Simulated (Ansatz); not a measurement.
# Ti3Se in Ansatz: the effect of Hubbard term

The system is Ti3Se.

```
Se Ti
1.0
     3.19745    0.00000    0.00000
    -1.59872    2.76907    0.00000
     0.00000    0.00000    7.94275
Se Ti
1 3
Direct
  0.00000 0.00000 0.00000
  0.66667 0.33333 0.50000
  0.33333 0.66667 0.77290
  0.33333 0.66667 0.22710
```

The cell comes from a database or a generator and needn't be the stable form of this composition.

Alike in all runs:

```yaml
Program: Ansatz 0.2.0
Task: band structure
Functional: PBE
Potentials_or_basis: Ansatz PAW
Cutoff: "420 eV (not typed: the program's choice for these potentials)"
k_mesh: 10 × 10 × 4
Occupations: fermi-dirac, width 0.05 eV
Spin: no spin polarisation
Path: "[[\"G\", \"M\", \"K\", \"G\", \"A\", \"L\", \"H\", \"A\"], [\"L\", \"M\"], [\"K\", \"H\"]]"
Points_for_each_segment_of_the_path: 14
Hubbard_projectors: ortho-atomic (the default)
Double_counting: fll (the default)
```

| Hubbard term | pressure (GPa) | largest force (eV/Å) |
| --- | --- | --- |
| none | 0.1 | 0.02 |
| Ti d U = 1 eV | 1.2 | 0.03 |
| Ti d U = 2 eV | 2.4 | 0.04 |
| Ti d U = 3 eV | 3.7 | 0.05 |
| Ti d U = 4 eV | 5.2 | 0.03 |
| Ti d U = 5 eV | ? | ? |
| Ti d U = 6 eV | 16.0 | 0.24 |
| Ti d U = 8 eV | 28.9 | 0.27 |

Question: What does the run with Hubbard term Ti d U = 5 eV give?

Answer: Pressure 7.8 GPa; largest force 0.11 eV/Å.

Worked out: A parabola through the other rows of the pressure, of slope 4.55 GPa per eV there, gives 10.6 GPa, against the run's 7.8. The fit is too stiff a form for this range. The largest force follows no smooth curve through the other rows.

Caveats: U without spin polarisation on a metal has little footing (some runs); a pressure of tens of GPa on the cell as given is suspect, and the run, the potentials or the cell itself is likely at fault (some runs).
